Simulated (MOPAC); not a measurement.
# PM7 (COSMO methanol) run of CH3FOSn (SMILES [F][SnH]1[CH2][O]1)

We compute energy and one-electron properties of CH3FOSn. 

The calculation is run with MOPAC 23.2.5.

7 further runs of the same task are left out: 2 that didn't finish, 5 set aside as unsound or not needed.

### Step 1. The structure to begin with

CH3FOSn has 7 atoms, charge 0, and is taken as a singlet. As SMILES, `[F][SnH]1[CH2][O]1`. Geometry: a rough force-field guess.

Bond lengths: F1–Sn2 1.998 Å, Sn2–C3 2.121 Å, Sn2–O4 2.080 Å, C3–O4 1.415 Å, Sn2–H5 1.739 Å, C3–H6 1.129 Å, C3–H7 1.064 Å. Some angles: F1–Sn2–C3 116.2°, F1–Sn2–O4 105.6°, C3–Sn2–O4 39.4°, Sn2–C3–O4 68.8°, Sn2–O4–C3 71.9°, F1–Sn2–H5 116.4°, C3–Sn2–H5 123.8°, O4–Sn2–H5 107.2°, Sn2–C3–H6 116.4°, Sn2–C3–H7 118.4°.

### Step 2. The charge distribution at PM7 (COSMO methanol)

File input.mop:

```
1SCF PI MULLIK PL ITRY=300 SHIFT=5 EPS=32.6 PULAY PM7 THREADS=1 AUX(PRECISION=6)
CH3FOSn

F      1.425500    -1.938200    -0.906300
Sn    -0.171400    -1.031700    -0.118200
C     -0.168300     1.088900    -0.178300
O      0.574000     0.606000     0.925900
H     -1.118900    -1.966700     1.000900
H      0.574300     1.569900    -0.879100
H     -1.053800     1.603900     0.109400
```

Run with:

```
$ mopac input.mop
```

What values should one expect? Wanted: dipole moment; HOMO energy; LUMO energy; HOMO–LUMO gap; heat of formation.

Computed results:

At PM7 (COSMO methanol):

```
         quantity           value
    dipole moment          6.43 D
      HOMO energy        -8.86 eV
      LUMO energy        -0.07 eV
    HOMO–LUMO gap         8.79 eV
heat of formation  -53.6 kcal/mol
```
